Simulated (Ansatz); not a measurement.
# Li2Ge4N: the cost of one run

Method: DFT PBE, scalar-relativistic, plane waves, PAW, unless a step names another level, in Ansatz 0.2.0.

### 1 The starting structure

Symmetry: P4/mmm, No. 123, tetragonal system. The conventional cell has a = 3.930 Å, b = 3.930 Å, c = 7.285 Å, α = 90.00°, β = 90.00°, γ = 90.00°. Around Li (site symmetry mmm) lie 2 N at 1.96 Å. Ge (site symmetry 4mm) is surrounded by 1 N at 1.95 Å. Around Ge (site symmetry 4mm) lie 5 Ge at 2.49 to 2.81 Å. Around N (site symmetry 4/mmm) lie 2 Ge at 1.95 Å and 4 Li at 1.96 Å.

As a file:

```
CELL_PARAMETERS angstrom
3.92965 0.00000 0.00000
0.00000 3.92965 0.00000
0.00000 0.00000 7.28498
ATOMIC_POSITIONS crystal
Li 0.00000 0.50000 0.00000
Li 0.50000 0.00000 0.00000
Ge 0.00000 0.00000 0.26818
Ge 0.00000 0.00000 0.73182
Ge 0.50000 0.50000 0.67109
Ge 0.50000 0.50000 0.32891
N 0.00000 0.00000 0.00000
```

It came out lowest among 31 distinct ends of the trial cells. At a tolerance of 0.05 Å it has space group P4/mmm (No. 123).

### 2 A stricter relaxation, on the response runs' mesh and smearing

input.yaml reads:

```yaml
crystal:
  lattice:
    - [3.9296514386, 0.0, 0.0]
    - [0.0, 3.9296514386, 0.0]
    - [0.0, 0.0, 7.2849796907]
  atoms:
    - { symbol: Li, position: [0.0, 0.5, 0.0] }
    - { symbol: Li, position: [0.5, 0.0, 0.0] }
    - { symbol: Ge, position: [0.0, 0.0, 0.268183916] }
    - { symbol: Ge, position: [0.0, 0.0, 0.731816084] }
    - { symbol: Ge, position: [0.5, 0.5, 0.6710866243] }
    - { symbol: Ge, position: [0.5, 0.5, 0.3289133757] }
    - { symbol: "N", position: [0.0, 0.0, 0.0] }
basis:
  ecutwfc: 420
kpoints:
  mp_grid: { grid: [8, 8, 4] }
hamiltonian:
  xc: pbe
scf:
  occupations: { method: gaussian, width: 0.1 }
output:
  forces: true
  stress: true
  eigenvalues: true
relax:
  adjacent_minimum: "off"
  f_tol: 0.001
  max_steps: 60
  cell: { stress_tol: 0.01 }
```

Run with:

```
ansatz run input.yaml --threads 3 --pin off --max-ram 7680MiB --backend cpu --events-out ev --progress --plain --runs-dir out
```

**Question.** How long does this run take on 3 threads of Arm Neoverse V2, shared host, and how much memory does it need?

About 24 s, with a peak of 0.51 GiB.
